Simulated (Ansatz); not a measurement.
# BH7O2Si2: the cost of one run

Program: Ansatz 0.2.0. Level of theory: RKS PBE-D4/6-31G*. These are calculated values, not measurements.

1 further run of the same task is left out (it didn't finish).

## Step 1: Starting point

Bond lengths: O1–B2 1.418 Å, B2–Si3 1.929 Å, B2–O4 1.459 Å, O4–Si5 1.661 Å, O1–H6 0.975 Å, Si3–H7 1.520 Å, Si3–H8 1.407 Å, Si3–H9 1.529 Å, Si5–H10 1.484 Å, Si5–H11 1.431 Å, Si5–H12 1.490 Å. Angles (14 of 17 angles, heavy atoms first): O1–B2–Si3 118.5°, O1–B2–O4 121.3°, Si3–B2–O4 120.1°, B2–O4–Si5 110.8°, B2–O1–H6 110.4°, B2–Si3–H7 108.9°, B2–Si3–H8 111.3°, B2–Si3–H9 109.8°, O4–Si5–H10 108.7°, O4–Si5–H11 110.0°, O4–Si5–H12 109.3°, H7–Si3–H8 109.2°, H7–Si3–H9 106.8°, H8–Si3–H9 110.7°.

Structure file:

```xyz
12

O    -0.9203    1.6974    0.6852
B    -0.7480    0.3550    0.2618
Si   -0.4826   -1.0066    1.6020
O    -0.7985   -0.0075   -1.1505
Si    0.6988    0.1459   -1.8532
H    -0.0692    2.1723    0.6652
H     0.8643   -1.6703    1.3683
H    -1.4960   -1.9817    1.5463
H    -0.4251   -0.3657    2.9885
H     1.1505    1.5515   -1.7078
H     0.6317   -0.2189   -3.2357
H     1.6715   -0.7265   -1.1361
```

## Step 2: End point A

Input file input.yaml:

```yaml
crystal:
  periodic: [false, false, false]
  atoms:
    - { symbol: O, position_ang: [-0.9203, 1.6974, 0.6852] }
    - { symbol: B, position_ang: [-0.748, 0.355, 0.2618] }
    - { symbol: Si, position_ang: [-0.4826, -1.0066, 1.602] }
    - { symbol: O, position_ang: [-0.7985, -0.0075, -1.1505] }
    - { symbol: Si, position_ang: [0.6988, 0.1459, -1.8532] }
    - { symbol: H, position_ang: [-0.0692, 2.1723, 0.6652] }
    - { symbol: H, position_ang: [0.8643, -1.6703, 1.3683] }
    - { symbol: H, position_ang: [-1.496, -1.9817, 1.5463] }
    - { symbol: H, position_ang: [-0.4251, -0.3657, 2.9885] }
    - { symbol: H, position_ang: [1.1505, 1.5515, -1.7078] }
    - { symbol: H, position_ang: [0.6317, -0.2189, -3.2357] }
    - { symbol: H, position_ang: [1.6715, -0.7265, -1.1361] }
basis:
  gaussian: { orbitals: "6-31G*" }
hamiltonian:
  xc: pbe
  dispersion: d4
relax:
  f_tol: 0.015
  max_steps: 40
```

Launch:

```sh
$ ansatz run input.yaml --threads 2 --pin off --max-ram 3072MiB --backend cpu --events-out ev --progress --plain --runs-dir out
```

Q: Estimate wall time and peak memory on 2 threads of Intel Xeon Platinum 8375C at 2.90GHz (Ice Lake), shared host.

About 61 s, with a peak of 0.19 GiB.
